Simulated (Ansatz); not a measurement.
Predict the output of the script below (the Python package of Ansatz (0.2.0)).

`energy_ch2bno2.py`
```python
from pathlib import Path

import ansatz as az
import numpy as np

molecule = (
    az.Crystal.molecule()
    .atom("O", (-0.5909, -2.2246, 0.5828))
    .atom("C", (-0.1259, -1.0522, 0.3774))
    .atom("N", (0.7945, -0.0047, 0.7621))
    .atom("B", (0.044, 0.2282, -0.435))
    .atom("O", (-0.4533, 1.0407, -1.5714))
    .atom("H", (1.5663, 0.3512, 1.4268))
    .atom("H", (-1.1734, 1.5933, -1.1884))
)

calculation = (
    molecule.calculation()
    .basis(gaussian="def2-TZVP")
    .functional("pbe0")
    .forces()
    .orbitals()
)
out = calculation.run(threads=1, pin="off", runs_dir="out")
summary = out.report

print(f"E = {summary['free_energy_ev']:.6f} eV = {summary['free_energy_ev'] / 27.211386246:.7f} Ha")
print("converged:", summary["converged"], " doubts:", summary["published_state_doubts"] or "none")

state = summary["mean_field"]["state"]
print(f"mean field: {state['energy']['hartree']:.7f} Ha, <S^2> = {abs(state['spin_squared']):.4f}, stability: {state.get('stability', {}).get('kind')}")

symbols = [site.symbol for site in molecule.cartesian_sites]
print("forces (eV/A)")
for symbol, f in zip(symbols, summary["forces_ev_ang"]):
    print(f"  {symbol:2s} {f[0]:9.4f} {f[1]:9.4f} {f[2]:9.4f}")

charges = summary["charge_distribution"]
print("dipole moment", round(4.803205 * float(np.linalg.norm(charges["dipole_moment_e_ang"])), 3), "D")
print("Mulliken:", [(s, round(q, 3)) for s, q in zip(symbols, charges["mulliken_charges_e"])])

lines = Path(summary["orbitals_path"]).read_text().splitlines()
field_of = lambda key: [line.split("=")[1].strip() for line in lines if line.startswith(key)]
orbitals = [(27.211386 * float(e), s, float(n)) for e, s, n in zip(field_of("Ene="), field_of("Spin="), field_of("Occup="))]
homo = max(e for e, _, n in orbitals if n > 0.5)
lumo = min(e for e, _, n in orbitals if n < 0.5)
for e, spin, n in sorted(orbitals):
    if homo - 6 < e < lumo + 5:
        print(f"{spin:6s} {e:10.3f} eV  occupation {n:.0f}")
```

```console
$ python energy_ch2bno2.py
E = -7323.968938 eV = -269.1508941 Ha
converged: True  doubts: none
mean field: -269.1508941 Ha, <S^2> = 0.0000, stability: minimum
forces (eV/A)
  O     2.8672    5.4697    0.2123
  C    -2.1884   -4.2604   -0.7868
  N     0.6666    0.4900    0.0575
  B    -1.6228    0.7089   -1.4861
  O     1.0541   -1.0366    3.5858
  H    -1.4785   -0.9335   -0.9952
  H     0.7017   -0.4380   -0.5875
dipole moment 4.457 D
Mulliken: [('O', -0.351), ('C', 0.256), ('N', -0.239), ('B', 0.184), ('O', -0.437), ('H', 0.255), ('H', 0.332)]
Alpha     -12.802 eV  occupation 2
Alpha     -12.219 eV  occupation 2
Alpha     -11.462 eV  occupation 2
Alpha     -11.367 eV  occupation 2
Alpha      -9.585 eV  occupation 2
Alpha      -8.967 eV  occupation 2
Alpha      -7.151 eV  occupation 2
Alpha      -1.237 eV  occupation 0
Alpha      -0.242 eV  occupation 0
Alpha       0.470 eV  occupation 0
Alpha       0.874 eV  occupation 0
Alpha       2.088 eV  occupation 0
Alpha       2.817 eV  occupation 0
Alpha       3.380 eV  occupation 0
```

Total energies depend on the basis set; only differences at equal settings carry meaning. The geometry is a force-field or estimated start, not a minimum of this method, and the basis set is short of its limit. Alpha marks a spatial orbital of a restricted run, filled by both spins. Levels such as HOMO and LUMO are orbital energies: with these approximate functionals they aren't the ionisation energy and electron affinity, and their gap isn't the fundamental gap. It ran for 5.6 s on 1 thread of Arm Neoverse V1, on a shared host, peak memory 0.34 GiB.
